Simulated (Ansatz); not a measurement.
# Cl2H2InN: how energies converge with the basis set

An exercise on one series of results from a longer session: the logs are not shown, and one member is left open.

Program: Ansatz 0.2.0, Gaussian basis. Level of theory: one geometry, several basis sets. These are calculated values, not measurements.

The runs, in order: PBE0-D4/def2-SVP; ωB97M-V/def2-SVP; PBE0-D4/def2-QZVPP; ωB97M-V/def2-QZVPP; the functionals' def2-TZVPP values are taken from earlier runs.

## Structure used throughout

The geometry comes from an earlier relaxation with PBE0-D4 in a triple-zeta def2 set; it is a stationary point. In takes the def2 core potential; no spin-orbit term is included.

SMILES `[NH2][In]([Cl])[Cl]`, 6 atoms, charge 0, spin multiplicity 1.

Atoms are counted from 1 here; the program's logs count them from 0.

Bond lengths: N1–In2 2.000 Å, N1–H5 1.010 Å, N1–H6 1.010 Å, In2–Cl3 2.308 Å, In2–Cl4 2.308 Å. Angles: In2–N1–H5 115.7°, In2–N1–H6 115.7°, H5–N1–H6 109.7°, N1–In2–Cl3 121.4°, N1–In2–Cl4 121.4°, Cl3–In2–Cl4 116.9°.

The first run:

in.yaml

```yaml
crystal:
  periodic: [false, false, false]
  atoms:
    - {symbol: N, position_ang: [-0.150180, 1.202499, -0.298824]}
    - {symbol: In, position_ang: [0.215250, -0.726079, 0.082539]}
    - {symbol: Cl, position_ang: [-0.566195, -2.395144, -1.307465]}
    - {symbol: Cl, position_ang: [1.622866, -1.366928, 1.796141]}
    - {symbol: H, position_ang: [-0.079967, 1.826883, 0.492423]}
    - {symbol: H, position_ang: [-0.999575, 1.394770, -0.811113]}
basis:
  gaussian: {orbitals: def2-SVP}
hamiltonian: {xc: pbe0, dispersion: d4}
output: {orbitals: {seedname: orbitals}}
```

Among the steps run: PBE0-D4 in def2-SVP; ωB97M-V in def2-SVP; PBE0-D4 in def2-QZVPP; ωB97M-V in def2-QZVPP.

One of the session's tables, all rows but one given; the rest of the session is left out.

It belongs to the step «Functionals by basis». 

| functional | basis | HOMO (eV) | LUMO (eV) |
| --- | --- | --- | --- |
| PBE0-D4 | def2-SVP | -7.85 | -1.87 |
| PBE0-D4 | def2-TZVPP | ? | ? |
| PBE0-D4 | def2-QZVPP | -8.14 | -2.15 |
| ωB97M-V | def2-SVP | -10.14 | 0.14 |
| ωB97M-V | def2-TZVPP | -10.42 | -0.17 |
| ωB97M-V | def2-QZVPP | -10.47 | -0.37 |

Q: Estimate the row for PBE0-D4, def2-TZVPP from the others.

The run gave: HOMO (eV): -8.09; LUMO (eV): -2.07. In the column «HOMO (eV)» it lies between PBE0-D4, def2-QZVPP (-8.14) and PBE0-D4, def2-SVP (-7.85).
